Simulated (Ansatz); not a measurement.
# C2H2BFO: up Jacob's ladder to CCSD(T)

One table from this session's results is given with a row withheld; the runs are named, their logs left out.

Method: functionals in def2-TZVPP, the program's frozen cores in correlated methods; program: Ansatz 0.2.0, Gaussian basis.

Levels to be run: LDA (SPW92), PBE-D4, revPBE-D4, BLYP-D4, r2SCAN-D4, B97M-V, PBE0-D4, B3LYP-D4, r2SCANh-D4, r2SCAN0-D4, HSE06-D4, BHLYP-D4, CAM-B3LYP-D4, LC-ωPBE, ωB97X-V, ωB97M-V, B2PLYP, PBE-QIDH; CCSD(T)/def2-SVP; CCSD(T)/def2-TZVPP; MP2/def2-QZVPP; extrapolation to the limit; RPA on PBE.

## The relaxed structure

The geometry comes from an earlier relaxation with PBE0-D4 in a triple-zeta def2 set; it is a stationary point, not always the lowest conformer.

SMILES `C#CB(O)F`, 7 atoms, charge 0, spin multiplicity 1.

Atoms are counted from 1 here; the program's logs count them from 0.

Bond lengths: C1–C2 1.204 Å, C1–H6 1.066 Å, C2–B3 1.532 Å, B3–O4 1.348 Å, B3–F5 1.323 Å, O4–H7 0.960 Å. Angles: C2–C1–H6 179.3°, C1–C2–B3 178.3°, C2–B3–O4 122.8°, C2–B3–F5 119.9°, O4–B3–F5 117.3°, B3–O4–H7 113.1°.

Coordinates:

```mol
C2H2BFO
  3D, bonds by distance, orders not assigned

  7  6  0  0  0  0  0  0  0  0999 V2000
    0.6180   -0.2165    1.7032 C   0  0
    0.2225    0.1166    0.6156 C   0  0
   -0.2833    0.4974   -0.7800 B   0  0
   -0.5790   -0.4173   -1.7248 O   0  0
   -0.4455    1.7717   -1.0974 F   0  0
    0.9688   -0.4991    2.6693 H   0  0
   -0.4401   -1.3208   -1.4316 H   0  0
  1  2  8  0
  2  3  8  0
  3  4  8  0
  3  5  8  0
  1  6  8  0
  4  7  8  0
M  END
```

Set-up of the first run:

Contents of in.yaml:

```yaml
crystal:
  periodic: [false, false, false]
  atoms:
    - {symbol: C, position_ang: [0.617958, -0.216488, 1.703173]}
    - {symbol: C, position_ang: [0.222450, 0.116562, 0.615594]}
    - {symbol: B, position_ang: [-0.283265, 0.497437, -0.779974]}
    - {symbol: O, position_ang: [-0.579038, -0.417324, -1.724751]}
    - {symbol: F, position_ang: [-0.445472, 1.771700, -1.097388]}
    - {symbol: H, position_ang: [0.968763, -0.499126, 2.669324]}
    - {symbol: H, position_ang: [-0.440096, -1.320761, -1.431577]}
basis:
  gaussian: {orbitals: def2-TZVPP}
hamiltonian: {xc: lda}
output: {orbitals: {seedname: orbitals}}
```

Command:

```console
$ ansatz run in.yaml --threads 2 --pin off --events-out ev --progress --plain --max-ram 4352MiB
```

Steps of the session up to this table: LDA; PBE-D4 (GGA); revPBE-D4 (GGA); BLYP-D4 (GGA); r2SCAN-D4 (meta-GGA); B97M-V (meta-GGA); PBE0-D4 (hybrid); B3LYP-D4 (hybrid); r2SCANh-D4 (hybrid); r2SCAN0-D4 (hybrid); HSE06-D4 (hybrid); BHLYP-D4 (hybrid); CAM-B3LYP-D4 (range-separated); LC-ωPBE (range-separated); ωB97X-V (range-separated); ωB97M-V (range-separated); B2PLYP (double hybrid); PBE-QIDH (double hybrid).

One of the session's tables, all rows but one given; the rest of the session is left out.

It belongs to the step «Frontier levels by functional». 

```
  functional  HOMO (eV)  gap (eV)
 LDA (SPW92)      -7.60      5.35
      PBE-D4      -7.39      5.42
   revPBE-D4      -7.31      5.45
     BLYP-D4      -7.22      5.39
   r2SCAN-D4      -7.65      5.92
      B97M-V      -7.63      5.99
     PBE0-D4      -8.69      7.67
    B3LYP-D4      -8.43      7.18
  r2SCANh-D4      -8.14      6.75
  r2SCAN0-D4      -8.87      7.99
    HSE06-D4          ?         ?
    BHLYP-D4      -9.82      9.84
CAM-B3LYP-D4     -10.09     10.20
     LC-ωPBE     -11.56     12.87
     ωB97X-V     -11.11     12.36
     ωB97M-V     -10.98     12.10
```

**Question.** Estimate the row for HSE06-D4.

**Answer.** HOMO (eV): -8.28; gap (eV): 6.88. In the column «HOMO (eV)» it lies between B3LYP-D4 (-8.43) and r2SCANh-D4 (-8.14).
